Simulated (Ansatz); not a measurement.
# B3LYP/6-31G(d) (Cartesian functions) run of GeS (germanium sulfide)

Aim: the energy change on altering one bond length of GeS (germanium sulfide) at B3LYP/6-31G* (Cartesian functions), from 2 runs. 

The calculation is run with Ansatz 0.2.0.

30 further runs of the same task are left out: 30 set aside as unsound or not needed.

## (1) The structure to begin with

The species is GeS (2 atoms), meant as a singlet with charge 0. SMILES: `[S+]#[Ge-]`. The bond length is the measured one.

Bond lengths: S1–Ge2 2.012 Å.

## (2) A single-point energy at B3LYP/6-31G(d) (Cartesian functions)

The input, input.yaml:

```yaml
crystal:
  periodic: [false, false, false]
  atoms:
    - {symbol: S, position_ang: [0.000000, 0.000000, 0.000000]}
    - {symbol: Ge, position_ang: [0.000000, 0.000000, 2.012086]}
basis:
  gaussian:
    orbitals: "6-31G*"
magnetization:
  spin_polarized: false
hamiltonian:
  xc: {name: B3LYP}
accuracy: high
output: {orbitals: {seedname: orbitals}}
```

The run is started by

```bash
$ ansatz run input.yaml --threads 1 --pin off --max-ram 3480MiB --events-out events.jsonl --progress --plain --runs-dir runs
```

The program printed:

```text
Warning: RAYON_NUM_THREADS=1 ignored (pool sized by the plan → 1); use --threads N
Functional definition: B3LYP
  name "B3LYP"
  parameter a0 = 0.2
  parameter ax = 0.72
  parameter ac = 0.81
  exchange = (1 - a0 - ax)*slater_x + ax*b88_x + a0*exact_x
  correlation = (1 - ac)*vwn_rpa_c + ac*lyp_c
866 factors; integrals over basis functions are off by at most 3.7e-9 eV
mean field evaluation 1: about -67345.8574 eV, gradient 2.6e1 eV
mean field evaluation 2: about -67323.5901 eV, gradient 8.2e1 eV
mean field evaluation 4: about -67348.0319 eV, gradient 2.9e0 eV
mean field evaluation 8: about -67348.0954 eV, gradient 1.5e-1 eV
mean field evaluation 16: about -67348.0955 eV, gradient 5.3e-7 eV
mean field -67348.09549108 eV, -2474.9968591186 hartree, gradient 1.5e-8 eV, S^2 0.000000; 0 other end points of the search recorded, 0 dependent functions left out
reference -67348.09551741 eV, -2474.9968600862 hartree; 24, 24 occupied and 30, 30 virtual orbitals, 866 factors
Total energy: -67348.09551741 eV, -2474.9968600862 hartree
```

Wall time 2.8 s (1 thread of Arm Neoverse V1, shared host); peak memory 0.13 GiB.

## (3) The distorted shape, same level

The input, molecule.yaml:

```yaml
crystal:
  periodic: [false, false, false]
  atoms:
    - {symbol: S, position_ang: [0.000000, 0.000000, -1.006014]}
    - {symbol: Ge, position_ang: [0.000000, 0.000000, 2.012086]}
basis:
  gaussian: {orbitals: "6-31G*"}
hamiltonian: {xc: {name: B3LYP}}
accuracy: high
output: {orbitals: {seedname: orbitals}}
```

The run is started by

```bash
$ ansatz run molecule.yaml --threads 1 --pin off --max-ram 3480MiB --events-out events.jsonl --progress --plain --runs-dir runs
```

The program printed, cut to the lines that bear on the results:

```text
Warning: RAYON_NUM_THREADS=1 ignored (pool sized by the plan → 1); use --threads N
[... 7 set-up lines as earlier in the session ...]
831 factors; integrals over basis functions are off by at most 7.1e-9 eV
mean field evaluation 1: about -67332.5207 eV, gradient 4.4e1 eV
mean field evaluation 2: about -67208.7808 eV, gradient 1.2e2 eV
mean field evaluation 4: about -67336.0771 eV, gradient 5.0e1 eV
mean field evaluation 8: about -67336.0864 eV, gradient 5.0e1 eV
mean field evaluation 16: about -67344.2687 eV, gradient 2.2e-8 eV
mean field -67344.26872988 eV, -2474.8562282382 hartree, gradient 1.9e-8 eV, S^2 0.000000; 0 other end points of the search recorded, 0 dependent functions left out
reference -67344.26875740 eV, -2474.8562292498 hartree; 24, 24 occupied and 30, 30 virtual orbitals, 831 factors
Total energy: -67344.26875740 eV, -2474.8562292498 hartree
```

Wall time 3.6 s (1 thread of Arm Neoverse V1, shared host); peak memory 0.13 GiB.

## (4) Results

Level: B3LYP/6-31G* (Cartesian functions).

| quantity | value |
| --- | --- |
| first shape: total energy | -2474.99686 Eh |
| first shape: HOMO energy | -7.70 eV |
| first shape: LUMO energy | -2.54 eV |
| first shape: HOMO–LUMO gap | 5.17 eV |
| distorted shape: total energy | -2474.85623 Eh |
| distorted shape: HOMO energy | -6.11 eV |
| distorted shape: LUMO energy | -4.23 eV |
| distorted shape: HOMO–LUMO gap | 1.88 eV |
| energy change with the S1–Ge2 bond stretched from 2.012 to 3.018 Å | 3.827 eV |

With the S1–Ge2 bond stretched from 2.012 to 3.018 Å the energy rises by 3.83 eV (369 kJ/mol). The first shape isn't relaxed at this level, so the change isn't measured from a minimum. A restricted reference can't describe the breaking bond well at this length.
